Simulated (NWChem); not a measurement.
**One shape, several levels: GeH3 (SMILES [GeH3])**

Wanted: a comparison of 6 runs (UHF/STO-3G, UHF/3-21G, UBLYP/6-31G, UB3LYP/6-31G*, UPBE0/def2-SVP, UCCSD(T)/6-31G**) of GeH3. 

The calculation is run with NWChem 7.3.0.

## 1. The system as given

The species is GeH3 (4 atoms), meant as a doublet with charge 0. SMILES: `[GeH3]`. Geometry: relaxed at PBE0-D4/def2-TZVP.

Bond lengths: Ge1–H2 1.539 Å, Ge1–H3 1.539 Å, Ge1–H4 1.539 Å. Angles: H2–Ge1–H3 111.1°, H2–Ge1–H4 111.1°, H3–Ge1–H4 111.1°.

## 2. Energy and forces at UHF/STO-3G (run 1)

geom.nw reads:

```
START geom
TITLE "GeH3"
memory total 2200 mb
charge 0
GEOMETRY units angstroms noautosym nocenter noautoz
  Ge    0.214600   -0.125900   -0.249400
  H     1.055000    0.109600    1.018300
  H    -0.882800   -1.175900   -0.000100
  H    -0.386800    1.192200   -0.768800
END
BASIS "ao basis" spherical bse
  * library STO-3G
END
SCF
  doublet
  uhf
  thresh 1e-08
  maxiter 80
  print medium
END
TASK scf gradient
```

Launch:

```bash
$ nwchem geom.nw > geom.out
```

Output:

```text
[...]
  functions       =    21
[...]
  wavefunction    = UHF
[...]
         Total SCF energy =  -2053.439251005047
      One electron energy =  -2951.120456361749
      Two electron energy =    864.049110075461
 Nuclear repulsion energy =     33.632095281240
                       Sz =      0.5000
                 Sz(Sz+1) =      0.7500
                      S^2 =      0.7536
[...]
                         UHF ENERGY GRADIENTS
    atom               coordinates                        gradient
                 x          y          z           x          y          z
   1 Ge      0.405535  -0.237917  -0.471298    0.018226  -0.010683  -0.021172
   2 H       1.993661   0.207114   1.924308    0.025516   0.005460   0.033279
   3 H      -1.668250  -2.222129  -0.000189   -0.028829  -0.030596   0.004725
   4 H      -0.730946   2.252931  -1.452821   -0.014913   0.035820  -0.016833
[...]
```

Run time: 1.2 s. Hardware: 1 thread of AMD EPYC 9R45 (Zen 5), shared host; peak memory 0.1 GiB.

## 3. Energy and forces at UHF/3-21G (run 2)

work.nw reads:

```
start work
title "GeH3 hf"
memory 2200 mb

geometry units angstroms noautosym nocenter noautoz
   Ge       0.214600      -0.125900      -0.249400
   H        1.055000       0.109600       1.018300
   H       -0.882800      -1.175900      -0.000100
   H       -0.386800       1.192200      -0.768800
end

basis spherical bse
   * library 3-21G
end

scf
   doublet
   uhf
   thresh 1e-08
   maxiter 80
end

task scf gradient
```

Launch:

```bash
$ nwchem work.nw > work.out
```

Output:

```text
[...]
  functions       =    28
[...]
  wavefunction    = UHF
[...]
         Total SCF energy =  -2067.016121908664
      One electron energy =  -2952.842072718454
      Two electron energy =    852.193855528550
 Nuclear repulsion energy =     33.632095281240
                       Sz =      0.5000
                 Sz(Sz+1) =      0.7500
                      S^2 =      0.7537
[...]
                         UHF ENERGY GRADIENTS
    atom               coordinates                        gradient
                 x          y          z           x          y          z
   1 Ge      0.405535  -0.237917  -0.471298    0.002144  -0.001246  -0.002479
   2 H       1.993661   0.207114   1.924308   -0.000300   0.000442   0.001167
   3 H      -1.668250  -2.222129  -0.000189   -0.001017  -0.000038   0.000798
   4 H      -0.730946   2.252931  -1.452821   -0.000827   0.000842   0.000514
[...]
```

Run time: 1.2 s. Hardware: 1 thread of AMD EPYC 9R45 (Zen 5), shared host; peak memory 0.1 GiB.

Runs 3 to 5 aren't shown in full; the table further down has their settings and results.

## 4. The energy at UCCSD(T)/6-31G(d,p) (spherical functions) (run 6)

work.nw reads:

```
start work
title "GeH3"
memory 2200 mb
geometry units angstroms noautosym nocenter noautoz
  Ge       0.214600      -0.125900      -0.249400
  H        1.055000       0.109600       1.018300
  H       -0.882800      -1.175900      -0.000100
  H       -0.386800       1.192200      -0.768800
end
basis spherical bse
  * library 6-31G**
end
scf
  doublet
  uhf
  thresh 1e-08
  maxiter 80
  print low
end
tce
  scf
  ccsd(t)
  freeze core 9
  maxiter 60
end
task tce energy
```

Launch:

```bash
$ nwchem work.nw > work.out
```

Output:

```text
[...]
  functions       =    47
[...]
  wavefunction    = UHF
[...]
         Total SCF energy =  -2076.776991992777
      One electron energy =  -2962.840590892724
      Two electron energy =    852.431503618707
 Nuclear repulsion energy =     33.632095281240
                       Sz =      0.5000
                 Sz(Sz+1) =      0.7500
                      S^2 =      0.7541
[...]
         Wavefunction type : Unrestricted Hartree-Fock
          No. of electrons :    35
[...]
         Spin multiplicity : doublet
[...]
 CCSD total energy / hartree       =     -2077.038252257246313
[...]
 CCSD[T] total energy / hartree       =     -2077.043334058904748
[...]
 CCSD(T) total energy / hartree       =     -2077.042736884851365
[...]
```

It took 11 s on 1 thread of AMD EPYC 9R45 (Zen 5), shared host; peak memory 0.2 GiB.

## 5. The series

```
run                                   level  iteration cap  module   energy (Eh)  dipole moment (D)  HOMO energy (eV)  LUMO energy (eV)  wall time
  1                              UHF/STO-3G             80     scf  -2053.439251               0.45             -6.60              5.54      1.2 s
  2                               UHF/3-21G             80     scf  -2067.016122               0.32             -8.75              0.95      1.2 s
  3                             UBLYP/6-31G            100     dft  -2078.421571               0.10             -4.90             -3.72      6.6 s
  4     UB3LYP/6-31G* (spherical functions)            100     dft  -2078.507745               0.09             -5.94             -3.11      8.1 s
  5                          UPBE0/def2-SVP            100     dft  -2078.217272               0.01             -6.27             -2.70      9.9 s
  6  UCCSD(T)/6-31G** (spherical functions)             80     tce  -2077.042737                  –                 –                 –       11 s
```

## 6. Outcome

| quantity | value |
| --- | --- |
| run 6: total energy | -2077.04274 Eh |
| run 6: correlation energy (9 core orbitals frozen) | -265.7 mEh |
| run 6: (T) correction | -4.48 mEh |
| run 6: ⟨S²⟩ of the reference determinant | 0.754 |

Over runs 1, 2, 3, 4, 5 the dipole moment (its size) runs from 0.01 D (UPBE0/def2-SVP) to 0.45 D (UHF/STO-3G). The two ends differ in method and basis. The two dipoles point in opposite directions. Totals of different functionals can't be ranked against each other. In run 1 the basis is minimal, so the values are rough. All runs together took 39 s, the longest 11 s.
